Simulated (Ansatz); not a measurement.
# CH₇FGe₂: up Jacob's ladder to CCSD(T)

How much do the methods differ for CH₇FGe₂? The plan is to run it at one geometry with functionals of several rungs and with coupled cluster, and see how far each lands from CCSD(T) at the basis-set limit for the atomisation energy.

The runs use Ansatz 0.2.0, Gaussian basis; functionals in def2-TZVPP, the program's frozen cores in correlated methods.

Plan: PBE-D4, r2SCAN-D4, PBE0-D4, B3LYP-D4, ωB97X-V, ωB97M-V, B2PLYP; CCSD(T)/def2-TZVPP; MP2/def2-QZVPP; extrapolation to the limit.

### Step 1. The geometry

All runs share one geometry, relaxed beforehand with PBE0-D4 in a triple-zeta def2 set.

SMILES `F[CH2][GeH2][GeH3]`, 11 atoms, charge 0, spin multiplicity 1.

Atoms are counted from 1 here; the program's logs count them from 0.

Bond lengths: F1–C2 1.387 Å, C2–Ge3 1.981 Å, C2–H5 1.093 Å, C2–H6 1.093 Å, Ge3–Ge4 2.421 Å, Ge3–H7 1.541 Å, Ge3–H8 1.539 Å, Ge4–H9 1.535 Å, Ge4–H10 1.538 Å, Ge4–H11 1.537 Å. Angles: F1–C2–Ge3 110.0°, F1–C2–H5 108.3°, F1–C2–H6 108.3°, Ge3–C2–H5 111.1°, Ge3–C2–H6 110.4°, H5–C2–H6 108.7°, C2–Ge3–Ge4 109.5°, C2–Ge3–H7 107.6°, C2–Ge3–H8 109.2°, Ge4–Ge3–H7 111.1°, Ge4–Ge3–H8 110.9°, H7–Ge3–H8 108.5°, Ge3–Ge4–H9 110.5°, Ge3–Ge4–H10 109.7°, Ge3–Ge4–H11 110.3°, H9–Ge4–H10 108.9°, H9–Ge4–H11 108.9°, H10–Ge4–H11 108.5°.

### Step 2. PBE-D4 (GGA)

Input file in.yaml:

```yaml
crystal:
  periodic: [false, false, false]
  atoms:
    - {symbol: F, position_ang: [-1.830629, 1.267749, -0.445102]}
    - {symbol: C, position_ang: [-0.803263, 1.526515, 0.449909]}
    - {symbol: Ge, position_ang: [0.126923, -0.158219, 0.918903]}
    - {symbol: Ge, position_ang: [0.729229, -1.338025, -1.107421]}
    - {symbol: H, position_ang: [-1.232775, 1.998353, 1.337649]}
    - {symbol: H, position_ang: [-0.108474, 2.228688, -0.018914]}
    - {symbol: H, position_ang: [1.379667, 0.213341, 1.736670]}
    - {symbol: H, position_ang: [-0.796039, -1.016999, 1.801799]}
    - {symbol: H, position_ang: [-0.529112, -1.798540, -1.856550]}
    - {symbol: H, position_ang: [1.543735, -0.410489, -2.024567]}
    - {symbol: H, position_ang: [1.586239, -2.569474, -0.771774]}
basis:
  gaussian: {orbitals: def2-TZVPP}
hamiltonian: {xc: pbe, dispersion: d4}
output: {forces: true, orbitals: {seedname: orbitals}}
```

Run with:

```sh
$ ansatz run in.yaml --threads 2 --pin off --events-out ev --progress --plain --max-ram 31744MiB --backend cpu
```

Further steps of the session: r2SCAN-D4 (meta-GGA); PBE0-D4 (hybrid); B3LYP-D4 (hybrid); ωB97X-V (range-separated); ωB97M-V (range-separated); B2PLYP (double hybrid); CCSD(T) in def2-TZVPP; MP2 in def2-QZVPP.

Q: Predict the results of all the runs planned. Wanted: atomisation energy, CCSD(T)/CBS; farthest; mean size of error, hybrid; mean size of error, range-separated; gap, smallest and largest; T1 diagnostic; triples share of the correlation energy.

**Answer**, as computed:

| quantity | value |
| --- | --- |
| atomisation energy, CCSD(T)/CBS | 34.358 eV |
| functionals within 0.344 eV (1.0 %) | PBE-D4, r2SCAN-D4, B3LYP-D4, ωB97X-V, ωB97M-V |
| farthest | B2PLYP (-0.653 eV) |
| mean size of error, hybrid | 0.390 eV |
| mean size of error, range-separated | 0.215 eV |
| gap, smallest and largest | 6.36 eV (PBE-D4), 12.53 eV (ωB97X-V) |
| T1 diagnostic | 0.0116 |
| triples share of the correlation energy | 3.3 % |

What this shows: PBE-D4 misses by -0.068 eV. Double hybrids carry the basis error of their MP2 part in triple zeta, and no dispersion term here, so their miss is partly the set-up's. Misses under about 0.344 eV are within the doubt on the reference itself, which lacks core-valence correlation, relativity and higher excitations, and its outer-core shells are covered unevenly. Hartree-Fock recovers 72 % of the binding; the rest is correlation. The gap grows from 6.4 to 12.5 eV across the functionals, mostly with the share of exact exchange. Correlated methods include outer-core shells of Ge, which these sets cover unevenly.
